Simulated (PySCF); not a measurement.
# RuNBr: relaxation and vibrations of the singlet

Aim: relax RuNBr as a singlet from a hand-made bent geometry, check by its vibrations whether the end is a minimum, and collect its spectrum and constants.

Program: PySCF 2.14.0. Level of theory: PBE0, basis Ru def2-SVP with ECP28, N def2-SVP, Br def2-SVP, scalar-relativistic core potentials, no spin–orbit coupling, density fitting. These are calculated values, not measurements.

## 1. Starting geometry

3 atoms, charge 0, spin multiplicity 1.

Bond lengths: Ru1–N2 1.740 Å, Ru1–Br3 2.390 Å. Angles: N2–Ru1–Br3 110.0°.

```xyz
3
charge 0 multiplicity 1
Ru   -0.6906    0.0000   -0.6270
N    -2.1159    0.0000    0.3710
Br    1.2672    0.0000    0.7438
```

## 2. Relaxation: bent start, singlet

The steps below are one call of a driver around PySCF. For each, scf.py gives the equivalent set-up of the SCF; relaxations use the driver's own optimiser. Before each start the driver seeks the lowest SCF state from one or more starting densities and follows internal instabilities, so scf.py alone need not reach the same state.

The program finds Cs symmetry in the start, which this walk keeps. Threshold on the gradient: 0.0003 Eh/bohr, with a further test on the energy change.

Input file scf.py:

```python
from pyscf import gto, scf, dft
mol = gto.M(atom='''
Ru    -0.690605     0.000000    -0.627003
N     -2.115905     0.000000     0.370997
Br     1.267195     0.000000     0.743797''',
    basis={'Ru': 'def2-SVP', 'N': 'def2-SVP', 'Br': 'def2-SVP'},
    ecp={'Ru': 'def2-SVP'},
    charge=0, spin=0)
mf = dft.RKS(mol, xc='PBE0')
mf.grids.atom_grid = (50, 194)
aux = {'Ru': 'def2-universal-JKFIT', 'N': 'def2-universal-JKFIT', 'Br': 'def2-universal-JKFIT'}
mf = mf.density_fit(auxbasis=aux)
mf.kernel()
```

Steps of the walk:

| step | energy (Eh) | change (kJ/mol) | largest symmetric gradient (Eh/bohr) |
| --- | --- | --- | --- |
| 0 | -2723.001787 | 0.00 | 0.13429 |
| 1 | -2723.040670 | -102.09 | 0.04239 |
| 2 | -2723.042665 | -107.33 | 0.02352 |
| 3 | -2723.043830 | -110.38 | 0.01130 |
| 4 | -2723.044938 | -113.29 | 0.00666 |
| 5 | -2723.045212 | -114.01 | 0.00281 |
| 6 | -2723.045290 | -114.22 | 0.00165 |
| 7 | -2723.045302 | -114.25 | 0.00070 |
| 8 | -2723.045303 | -114.25 | 0.00053 |
| 9 | -2723.045303 | -114.25 | 0.00001 |

The walk took 18 s on 4 threads, shared host.

It settles in Cs symmetry, 114.3 kJ/mol below the start, after 9 steps: Ru–Br 2.423 Å, Ru–N 1.542 Å; Br–Ru–N 135.7°.

## 3. Hessian and properties

On the finer grid the gradient is checked again; gradients at displacements of ±0.01 bohr then give force constants and infrared intensities.

Edit scf.py of step 2 so:

```diff
@@ -3,3 +3,3 @@
-Ru    -0.690605     0.000000    -0.627003
-N     -2.115905     0.000000     0.370997
-Br     1.267195     0.000000     0.743797''',
+Ru    -0.785320     0.000000    -0.450626
+N     -2.240348     0.000000     0.059629
+Br     1.411577     0.000000     0.571296''',
@@ -10 +10 @@
-mf.grids.atom_grid = (50, 194)
+mf.grids.atom_grid = (75, 302)
```

The driver hands on the density of the step before, so the log starts near convergence.

Log of the central SCF (cycles and frontier levels):

```text
init E= -2723.04529214742
  HOMO = -0.259042195993227  LUMO = -0.133904269153539  gap/eV = 3.40518
cycle= 1 E= -2723.04529214741  delta_E= 1.18e-11  |g|= 1.24e-05  |ddm|= 1.63e-05
  HOMO = -0.259045612128773  LUMO = -0.133906656445624  gap/eV = 3.40520
cycle= 2 E= -2723.04529214703  delta_E= 3.78e-10  |g|= 4.46e-05  |ddm|= 3.85e-05
  HOMO = -0.25904347666085  LUMO = -0.133905572927295  gap/eV = 3.40518
cycle= 3 E= -2723.04529214742  delta_E= -3.85e-10  |g|= 7.1e-06  |ddm|= 2.85e-05
  HOMO = -0.259043224876884  LUMO = -0.133905117803358  gap/eV = 3.40518
cycle= 4 E= -2723.04529214744  delta_E= -2.09e-11  |g|= 3e-07  |ddm|= 7.13e-06
  HOMO = -0.259043181713766  LUMO = -0.133905105477074  gap/eV = 3.40518
Extra cycle  E= -2723.04529214744  delta_E= 2.73e-12  |g|= 3.56e-07  |ddm|= 8.4e-07
converged SCF energy = -2723.04529214744
```

The whole step took 29 s.

Geometry: Cs; Ru–Br 2.423 Å, Ru–N 1.542 Å; Br–Ru–N 135.7°.

Harmonic modes (main isotopes):

| symmetry | ω (cm⁻¹) | IR (km/mol) | type |
| --- | --- | --- | --- |
| a' | 102 | 9.9 | bend |
| a' | 275 | 29.3 | stretch |
| a' | 1291 | 121 | stretch |

All wavenumbers are real: a minimum.

Properties at this point:

```yaml
Dipole_moment: 3.05 D
Highest_occupied_level: -7.05 eV
Lowest_empty_level: -3.64 eV
Rotational_constants: 1.393, 0.05191, 0.05004 cm⁻¹
Zero-point_energy: 10.0 kJ/mol
Principal_polarisabilities: 35.8, 37.7, 74.3 bohr³
Atomisation_energy_without_zero-point_energy: 779 kJ/mol
Principal_traceless_quadrupole_moments_about_the_centre_of_mass: -4.96, 0.36, 4.60 D Å
Entropy_at_298.15_K_and_1_bar: 302.7 J/(mol K)
Heat_capacity_Cp_at_298.15_K: 49.2 J/(mol K)
Enthalpy_at_298.15_K_above_0_K: 13.05 kJ/mol
Rotational_symmetry_number: 1
```

Populations by atom (charges in e):

```
atom  Mulliken  Löwdin  polar tensor  Mayer order to Ru1
 Ru1      0.44   -0.19          1.18                   –
  N2     -0.15    0.18         -0.60                2.89
 Br3     -0.29    0.01         -0.57                1.05
```

Outer orbital energies (eV). occupied: -11.95, -11.70, -11.64, -9.23, -8.51, -8.24, -7.07, -7.05; empty: -3.64, -2.62, -1.93, 0.34.

Mulliken populations on Ru1 (outside its core potential): s 2.25, p 6.30, d 6.98, f 0.02.

## 4. Would spin polarisation lower it?

At the lowest minimum the closed shell is tested against spin polarisation, on the (50, 194) grid. It is stable.

## 5. What came out

```
                                 quantity                                        value
                                  minimum                                  singlet, Cs
                                 geometry  Ru–Br 2.423 Å, Ru–N 1.542 Å; Br–Ru–N 135.7°
                       wavenumbers (cm⁻¹)                102 (a'), 275 (a'), 1291 (a')
                            dipole moment                                       3.05 D
     highest occupied, lowest empty level                              -7.05, -3.64 eV
               polar-tensor charge of Ru1                                      +1.18 e
                        zero-point energy                                  10.0 kJ/mol
                      entropy at 298.15 K                              302.7 J/(mol K)
atomisation energy (no zero-point energy)                                   779 kJ/mol
```

What this shows: The bent start keeps its Cs symmetry and ends in a minimum. The strongest infrared band lies at 1291 cm⁻¹ (a', stretch). Other starts or spin states, not run here, may lie lower.

The search up to here took 56 s.
